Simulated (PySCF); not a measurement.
**TaNCl2: singlet, from a T-shaped (ligand arrangement 1) start**

The task is one start of a wider search on TaNCl2: the singlet, from a T-shaped (ligand arrangement 1) start. It is relaxed, tested by its Hessian and followed downhill if it is a saddle.

Computed with PySCF 2.14.0. Level: B3LYP, basis Ta def2-SVP with ECP60, N def2-SVP, Cl def2-SVP, scalar-relativistic core potentials, no spin–orbit coupling, density fitting.

## Step 1: Where the work starts

4 atoms, charge 0, spin multiplicity 1.

Bond lengths: Ta1–N2 1.860 Å, Ta1–Cl3 2.450 Å, Ta1–Cl4 2.450 Å. Angles: N2–Ta1–Cl3 88.0°, N2–Ta1–Cl4 176.0°, Cl3–Ta1–Cl4 88.0°.

```xyz
4
charge 0 multiplicity 1
Ta   -0.2250    0.0000   -0.3382
N    -2.0839    0.0000   -0.2733
Cl   -0.2250    0.0000    2.1118
Cl    2.2235    0.0000   -0.2527
```

## Step 2: Relaxing the singlet from the T-shaped (ligand arrangement 1) start

The steps below are one call of a driver around PySCF. For each, scf.py gives the equivalent set-up of the SCF; relaxations use the driver's own optimiser. Before each start the driver seeks the lowest SCF state from one or more starting densities and follows internal instabilities, so scf.py alone need not reach the same state.

The program finds Cs symmetry in the start, which this walk keeps. The walk stops when the largest gradient is under 0.0003 Eh/bohr and the energy has settled too.

The input, scf.py:

```python
from pyscf import gto, scf, dft
mol = gto.M(atom='''
Ta    -0.224966     0.000000    -0.338151
N     -2.083866     0.000000    -0.273251
Cl    -0.224966     0.000000     2.111849
Cl     2.223534     0.000000    -0.252651''',
    basis={'Ta': 'def2-SVP', 'N': 'def2-SVP', 'Cl': 'def2-SVP'},
    ecp={'Ta': 'def2-SVP'},
    charge=0, spin=0)
mf = dft.RKS(mol, xc='B3LYP')
mf.grids.atom_grid = (50, 194)
aux = {'Ta': 'def2-universal-JKFIT', 'N': 'def2-universal-JKFIT', 'Cl': 'def2-universal-JKFIT'}
mf = mf.density_fit(auxbasis=aux)
mf.kernel()
```

The optimiser's trace:

```tsv
step	energy (Eh)	change (kJ/mol)	largest symmetric gradient (Eh/bohr)
0	-1031.851410	0.00	0.12594
1	-1031.890553	-102.77	0.05190
2	-1031.907627	-147.60	0.01893
3	-1031.919407	-178.53	0.05344
4	-1031.931391	-209.99	0.02935
5	-1031.943309	-241.28	0.01704
6	-1031.945422	-246.83	0.03008
7	-1031.947804	-253.08	0.01661
8	-1031.948195	-254.11	0.00955
9	-1031.948394	-254.63	0.00595
10	-1031.948611	-255.20	0.00365
11	-1031.948666	-255.34	0.00213
12	-1031.948677	-255.37	0.00045
13	-1031.948677	-255.37	0.00006
```

The walk took 26 s on 4 threads, shared host.

End point (C2v, 13 steps, 255.4 kJ/mol gained): Ta–Cl 2.358 Å (×2), Ta–N 1.685 Å; Cl–Ta–Cl 137.4°, Cl–Ta–N 111.3° (×2).

## Step 3: Is it a minimum? Harmonic modes

On the finer grid the gradient is checked again; gradients at displacements of ±0.01 bohr then give force constants and infrared intensities.

scf.py: that of step 2 with these lines changed.

```diff
@@ -3,4 +3,4 @@
-Ta    -0.224966     0.000000    -0.338151
-N     -2.083866     0.000000    -0.273251
-Cl    -0.224966     0.000000     2.111849
-Cl     2.223534     0.000000    -0.252651''',
+Ta    -0.112427    -0.000000    -0.079020
+N     -1.491183    -0.000000    -1.048083
+Cl    -0.674668     0.000000     2.211522
+Cl     1.852321    -0.000000    -1.383805''',
@@ -11 +11 @@
-mf.grids.atom_grid = (50, 194)
+mf.grids.atom_grid = (75, 302)
```

This SCF starts from the last density.

Log of the central SCF (cycles and frontier levels):

```text
init E= -1031.9488275575
  HOMO = -0.285493027130443  LUMO = -0.177716546951231  gap/eV = 2.93275
cycle= 1 E= -1031.94882755688  delta_E= 6.2e-10  |g|= 5.38e-05  |ddm|= 8.92e-05
  HOMO = -0.285489823231781  LUMO = -0.177701674317069  gap/eV = 2.93306
cycle= 2 E= -1031.94882755149  delta_E= 5.39e-09  |g|= 0.000159  |ddm|= 0.000193
  HOMO = -0.285488103181844  LUMO = -0.177710352544804  gap/eV = 2.93278
cycle= 3 E= -1031.94882755721  delta_E= -5.72e-09  |g|= 4.49e-05  |ddm|= 0.000143
  HOMO = -0.285490982639915  LUMO = -0.177711803018386  gap/eV = 2.93282
cycle= 4 E= -1031.94882755771  delta_E= -4.98e-10  |g|= 4.56e-07  |ddm|= 3.77e-05
  HOMO = -0.285490984963151  LUMO = -0.177711793502022  gap/eV = 2.93282
cycle= 5 E= -1031.9488275577  delta_E= 1.36e-12  |g|= 2.1e-07  |ddm|= 8.05e-07
  HOMO = -0.285491014273218  LUMO = -0.177711774231006  gap/eV = 2.93282
Extra cycle  E= -1031.94882755771  delta_E= -4.55e-13  |g|= 6.47e-07  |ddm|= 8.51e-07
converged SCF energy = -1031.94882755771
```

The whole step took 30 s.

Geometry: C2v; Ta–Cl 2.359 Å (×2), Ta–N 1.685 Å; Cl–Ta–Cl 137.4°, Cl–Ta–N 111.3° (×2).

Modes, for the most abundant isotopes:

```
symmetry  ω (cm⁻¹)  IR (km/mol)     type
      b1       89i         56.8     bend
      a1        98          2.0     bend
      b2       232          0.3     bend
      a1       364         13.7  stretch
      b2       397         96.4  stretch
      a1      1101          101  stretch
```

1 mode is imaginary, the largest at 89i cm⁻¹: a saddle point, not a minimum.

Constants and moments:

| Quantity | Value |
| --- | --- |
| Dipole moment | 2.44 D |
| Highest occupied level | -7.77 eV |
| Lowest empty level | -4.84 eV |
| Rotational constants | 0.1956, 0.04992, 0.03978 cm⁻¹ |
| Zero-point energy (real modes) | 13.1 kJ/mol |
| Principal polarisabilities | 39.6, 60.6, 74.5 bohr³ |
| Atomisation energy without zero-point energy | 1420 kJ/mol |
| Principal traceless quadrupole moments about the centre of mass | -7.17, -6.47, 13.64 D Å |

Charges (e) and bond orders:

```
 atom  Mulliken  Löwdin  polar tensor  Mayer order to Ta1
  Ta1      0.75   -0.11          1.88                   –
   N2     -0.22   -0.07         -0.73                3.00
Cl3,4     -0.26    0.09         -0.57                1.18
```

Outer orbital energies (eV). occupied: -10.59, -9.93, -9.70, -9.64, -9.47, -8.70, -7.88, -7.77; empty: -4.84, -3.51, -1.56, -0.16.

Mulliken populations on Ta1 (outside its core potential): s 2.36, p 6.38, d 3.41, f 0.10.

## Step 4: Leaving the saddle point

The start is the last point, displaced along its most imaginary mode.

The program finds Cs symmetry in the start, which this walk keeps.

scf.py: that of step 3 with these lines changed.

```diff
@@ -3,4 +3,4 @@
-Ta    -0.112427    -0.000000    -0.079020
-N     -1.491183    -0.000000    -1.048083
-Cl    -0.674668     0.000000     2.211522
-Cl     1.852321    -0.000000    -1.383805''',
+Ta    -0.112263     0.057385    -0.078905
+N     -1.491018    -0.250000    -1.047968
+Cl    -0.674504    -0.098416     2.211638
+Cl     1.852485    -0.098416    -1.383689''',
@@ -11 +11 @@
-mf.grids.atom_grid = (75, 302)
+mf.grids.atom_grid = (50, 194)
```

Energy and gradient, step by step:

```tsv
step	energy (Eh)	change (kJ/mol)	largest symmetric gradient (Eh/bohr)
0	-1031.949137	0.00	0.02380
1	-1031.952381	-8.52	0.00780
2	-1031.953333	-11.02	0.01006
3	-1031.954858	-15.02	0.00484
4	-1031.955494	-16.69	0.00961
5	-1031.956161	-18.44	0.00611
6	-1031.956317	-18.85	0.00332
7	-1031.956371	-18.99	0.00070
8	-1031.956373	-19.00	0.00005
```

The walk took 16 s.

After 8 steps and 19.0 kJ/mol it ends at Cs: Ta–Cl 2.333 Å (×2), Ta–N 1.692 Å; Cl–Ta–Cl 113.3°, Cl–Ta–N 106.3° (×2).

## Step 5: Vibrations and properties at this point

As before: finer grid, then central differences.

scf.py: that of step 4 with these lines changed.

```diff
@@ -3,4 +3,4 @@
-Ta    -0.112263     0.057385    -0.078905
-N     -1.491018    -0.250000    -1.047968
-Cl    -0.674504    -0.098416     2.211638
-Cl     1.852485    -0.098416    -1.383689''',
+Ta    -0.170448     0.219232    -0.119800
+N     -1.396543    -0.565761    -0.981566
+Cl    -0.399239    -0.453690     2.102096
+Cl     1.842646    -0.453690    -1.087592''',
@@ -11 +11 @@
-mf.grids.atom_grid = (50, 194)
+mf.grids.atom_grid = (75, 302)
```

Log of the central SCF (cycles and frontier levels):

```text
init E= -1031.95639824405
  HOMO = -0.277800385686347  LUMO = -0.156816528883122  gap/eV = 3.29214
cycle= 1 E= -1031.95639824287  delta_E= 1.18e-09  |g|= 7.51e-05  |ddm|= 7.54e-05
  HOMO = -0.277781893426326  LUMO = -0.156819945561611  gap/eV = 3.29154
cycle= 2 E= -1031.95639822393  delta_E= 1.89e-08  |g|= 0.000301  |ddm|= 0.000263
  HOMO = -0.277794998731286  LUMO = -0.156815113298499  gap/eV = 3.29203
cycle= 3 E= -1031.95639824406  delta_E= -2.01e-08  |g|= 1.97e-05  |ddm|= 0.000212
  HOMO = -0.277796291644646  LUMO = -0.156816691076199  gap/eV = 3.29202
cycle= 4 E= -1031.95639824418  delta_E= -1.2e-10  |g|= 1.04e-06  |ddm|= 2.42e-05
  HOMO = -0.27779617198921  LUMO = -0.156816590989441  gap/eV = 3.29202
cycle= 5 E= -1031.95639824418  delta_E= 2.27e-12  |g|= 8.96e-08  |ddm|= 1.25e-06
  HOMO = -0.277796168586091  LUMO = -0.156816595335608  gap/eV = 3.29202
Extra cycle  E= -1031.95639824418  delta_E= -7.05e-12  |g|= 1.57e-07  |ddm|= 4.39e-07
converged SCF energy = -1031.95639824418
```

The whole step took 33 s.

Geometry: Cs; Ta–Cl 2.333 Å (×2), Ta–N 1.692 Å; Cl–Ta–Cl 113.4°, Cl–Ta–N 106.3° (×2).

Modes, for the most abundant isotopes:

| symmetry | ω (cm⁻¹) | IR (km/mol) | μ (u) | type |
| --- | --- | --- | --- | --- |
| a' | 85 | 7.7 | 39.54 | bend |
| a' | 177 | 18.8 | 19.63 | bend |
| a'' | 241 | 4.3 | 16.13 | bend |
| a' | 381 | 24.1 | 38.48 | stretch |
| a'' | 391 | 72.7 | 41.87 | stretch |
| a' | 1083 | 69.7 | 14.99 | stretch |

Every mode is real; the point is a minimum.

Constants and moments:

* Dipole moment: 4.94 D
* Highest occupied level: -7.56 eV
* Lowest empty level: -4.27 eV
* Rotational constants: 0.129, 0.05873, 0.04493 cm⁻¹
* Zero-point energy: 14.1 kJ/mol
* Principal polarisabilities: 41.0, 64.0, 69.6 bohr³
* Atomisation energy without zero-point energy: 1440 kJ/mol
* Principal traceless quadrupole moments about the centre of mass: -8.98, -2.99, 11.98 D Å
* Entropy at 298.15 K and 1 bar: 337.4 J/(mol K)
* Heat capacity Cp at 298.15 K: 70.5 J/(mol K)
* Enthalpy at 298.15 K above 0 K: 16.57 kJ/mol
* Rotational symmetry number: 1

Populations by atom (charges in e):

```csv
atom,Mulliken,Löwdin,polar tensor,Mayer order to Ta1
Ta1,0.69,-0.18,1.60,–
N2,-0.23,-0.08,-0.63,2.99
"Cl3,4",-0.23,0.13,-0.49,1.23
```

Mulliken populations on Ta1 (outside its core potential): s 2.42, p 6.34, d 3.45, f 0.10.

## Step 6: Stability of the closed shell

At the lowest minimum the closed shell is tested against spin polarisation, on the (50, 194) grid. It is stable.

## Step 7: All stationary points

| spin | group | bonds | imaginary modes (cm⁻¹) | ΔE (kJ/mol) | with zero-point energy |
| --- | --- | --- | --- | --- | --- |
| singlet | Cs | Ta–Cl 2.333 Å (×2), Ta–N 1.692 Å | none | 0.0 | 0.0 |
| singlet | C2v | Ta–Cl 2.359 Å (×2), Ta–N 1.685 Å | 89i | 19.9 | – |

## Step 8: Summary of results

```
                                 quantity                                                                   value
                                  minimum                                                             singlet, Cs
                                 geometry  Ta–Cl 2.333 Å (×2), Ta–N 1.692 Å; Cl–Ta–Cl 113.4°, Cl–Ta–N 106.3° (×2)
                       wavenumbers (cm⁻¹)            85 (a'), 177 (a'), 241 (a''), 381 (a'), 391 (a''), 1083 (a')
                            dipole moment                                                                  4.94 D
     highest occupied, lowest empty level                                                         -7.56, -4.27 eV
               polar-tensor charge of Ta1                                                                 +1.60 e
                        zero-point energy                                                             14.1 kJ/mol
                      entropy at 298.15 K                                                         337.4 J/(mol K)
atomisation energy (no zero-point energy)                                                             1440 kJ/mol
```

The T-shaped (ligand arrangement 1) start (Cs) ends in a minimum of Cs symmetry, after a stop at a saddle point 19.9 kJ/mol higher, from which it was pushed off along an imaginary mode. In the infrared the band at 391 cm⁻¹ (a'', stretch) leads. Only this shape and spin were tried, so other structures or states may lie lower. The soft modes, below some 90 cm⁻¹, carry numerical noise of tens of cm⁻¹, and the entropy with them. Spin–orbit coupling, left out here, can matter for elements this heavy.

The search up to here took 1.9 min on 4 threads, shared host.
